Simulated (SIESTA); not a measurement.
The system is TaVN2.

```
Ta V N
1.0
     3.04987    0.00000    0.00000
     0.00000    3.04987    0.00000
     0.00000    0.00000    4.29606
Ta V N
1 1 2
Cartesian
  0.0000 0.0000 0.0000
  1.5249 1.5249 2.1480
  1.5249 1.5249 0.0000
  0.0000 0.0000 2.1480
```

The cell comes from a database or a generator and needn't be the stable form of this composition.

```yaml
Program: SIESTA 5.4.2
Task: single point
Functional: PBEsol
Potentials_or_basis: PseudoDojo 0.4 standard (PBEsol files)
Basis: DZP (energy shift 0.003 Ry; two zetas on semicore shells)
Grid_cutoff: 800 Ry
Energy_shift: 0.003 Ry
k_mesh: 9 × 9 × 6
Occupations: fermi-dirac, width 0.05 eV
Spin: collinear spin, ferromagnetic start
Starting_moments: "[0.0, 2.0, 0.0, 0.0] μB"
```

On this cell: pressure -5.6 GPa; largest force under 0.003 eV/Å; net moment 1.08 μB per cell; site moments Ta -0.10; V +1.16; N +0.01 μB; band gap on the k mesh none (metal or under the smearing width).

The same run follows on a disturbed copy (atoms moved at random, drawn with an rms of 0.05 Å):

```xyz
4
Lattice="3.0499 0.0000 0.0000 0.0000 3.0499 0.0000 0.0000 0.0000 4.2961" Properties=species:S:1:pos:R:3 pbc="T T T"
Ta   -0.0004   -0.0726    0.0082
V     1.5203    1.5069    2.1160
N     1.5016    1.5307    0.0211
N     0.0218    0.0008    2.1052
```

Problem. What does the disturbed cell give?

Solution. The energy (extrapolated to zero smearing) moves by +18.4 meV/atom; pressure -4.3 GPa; largest force 1.171 eV/Å; net moment 1.07 μB per cell; site moments Ta -0.10; V +1.14; N +0.01 μB; band gap on the k mesh none (metal or under the smearing width).

Forces in eV/Å, atoms in the order of the input:
```
Ta  -0.268  0.980 -0.582
V    0.148  0.073  0.486
N    0.318 -0.933 -0.545
N   -0.196 -0.121  0.642
```

Stress tensor (GPa, compression positive):
```
-3.97 -0.37  0.00
-0.37 -4.19  0.06
 0.00  0.06 -4.79
```

Caveats: short orbitals over semicore shells can move pressures by several GPa; the basis of atomic orbitals isn't converged, which shifts pressures, moduli and gaps.
